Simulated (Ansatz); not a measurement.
**CH9NOSi2: a ladder of functionals and wavefunction methods**

The task here is to estimate one member of a computed series from the others.

Program: Ansatz 0.2.0, Gaussian basis. Level of theory: functionals in def2-TZVPP, the program's frozen cores in correlated methods. These are calculated values, not measurements.

The runs, in order: PBE-D4, r2SCAN-D4, PBE0-D4, B3LYP-D4, ωB97X-V, ωB97M-V, B2PLYP; CCSD(T)/def2-TZVPP; MP2/def2-QZVPP; extrapolation to the limit.

## Structure used throughout

All runs share one geometry, relaxed beforehand with PBE0-D4 in a triple-zeta def2 set.

SMILES `C[SiH2][SiH](N)O`, 14 atoms, charge 0, spin multiplicity 1.

Atoms are counted from 1 here; the program's logs count them from 0.

Bond lengths: C1–Si2 1.876 Å, C1–H6 1.092 Å, C1–H7 1.092 Å, C1–H8 1.092 Å, Si2–Si3 2.339 Å, Si2–H9 1.492 Å, Si2–H10 1.494 Å, Si3–N4 1.710 Å, Si3–O5 1.659 Å, Si3–H11 1.493 Å, N4–H12 1.005 Å, N4–H13 1.006 Å, O5–H14 0.959 Å. Angles: Si2–C1–H6 110.0°, Si2–C1–H7 111.3°, Si2–C1–H8 110.7°, H6–C1–H7 108.6°, H6–C1–H8 107.9°, H7–C1–H8 108.2°, C1–Si2–Si3 112.5°, C1–Si2–H9 110.5°, C1–Si2–H10 110.0°, Si3–Si2–H9 109.0°, Si3–Si2–H10 107.9°, H9–Si2–H10 106.7°, Si2–Si3–N4 110.3°, Si2–Si3–O5 103.1°, Si2–Si3–H11 114.8°, N4–Si3–O5 116.1°, N4–Si3–H11 103.7°, O5–Si3–H11 109.2° and more.

Set-up of the first run:

Input file in.yaml:

```yaml
crystal:
  periodic: [false, false, false]
  atoms:
    - {symbol: C, position_ang: [0.175139, 2.317681, 0.629603]}
    - {symbol: Si, position_ang: [0.366307, 0.505039, 1.074345]}
    - {symbol: Si, position_ang: [-0.531997, -0.914661, -0.552717]}
    - {symbol: N, position_ang: [0.052331, -2.507819, -0.339649]}
    - {symbol: O, position_ang: [-0.115825, -0.169193, -1.974837]}
    - {symbol: H, position_ang: [0.631684, 2.514145, -0.342648]}
    - {symbol: H, position_ang: [0.649546, 2.960389, 1.374269]}
    - {symbol: H, position_ang: [-0.880840, 2.589677, 0.566050]}
    - {symbol: H, position_ang: [-0.285608, 0.216750, 2.384895]}
    - {symbol: H, position_ang: [1.813527, 0.167007, 1.230789]}
    - {symbol: H, position_ang: [-2.015259, -1.072407, -0.497156]}
    - {symbol: H, position_ang: [-0.497621, -3.323445, -0.546428]}
    - {symbol: H, position_ang: [1.022337, -2.724766, -0.187040]}
    - {symbol: H, position_ang: [-0.396620, -0.587797, -2.790676]}
basis:
  gaussian: {orbitals: def2-TZVPP}
hamiltonian: {xc: pbe, dispersion: d4}
output: {forces: true, orbitals: {seedname: orbitals}}
```

Started as:

```bash
$ ansatz run in.yaml --threads 4 --pin off --events-out ev --progress --plain --max-ram 10444MiB
```

Among the steps run: PBE-D4 (GGA); r2SCAN-D4 (meta-GGA); PBE0-D4 (hybrid); B3LYP-D4 (hybrid); ωB97X-V (range-separated); ωB97M-V (range-separated); B2PLYP (double hybrid); CCSD(T) in def2-TZVPP; MP2 in def2-QZVPP.

One table of the session follows, with a row left open; its other results are not shown here.

| method | atomisation energy (kJ/mol) |
| --- | --- |
| PBE-D4 | 4940.9 |
| r2SCAN-D4 | 4903.9 |
| PBE0-D4 | 4878.8 |
| B3LYP-D4 | ? |
| ωB97X-V | 4938.9 |
| ωB97M-V | 4925.9 |
| B2PLYP | 4853.5 |
| HF/def2-TZVPP | 3582.9 |
| MP2/def2-TZVPP | 4816.9 |
| CCSD/def2-TZVPP | 4725.8 |
| CCSD(T)/def2-TZVPP | 4784.0 |
| MP2/CBS | 4957.9 |
| CCSD(T)/CBS | 4924.9 |

Estimate the missing values for B3LYP-D4.

**Answer.** atomisation energy (kJ/mol): 4914.8. In the column «atomisation energy (kJ/mol)» it lies between r2SCAN-D4 (4903.9) and CCSD(T)/CBS (4924.9).

Limits of these values: Free atoms (1 C, 2 Si, 1 N, 1 O, 9 H) were run apart at each level; the atomisation energy is their sum less the molecule, without zero-point or spin-orbit terms.
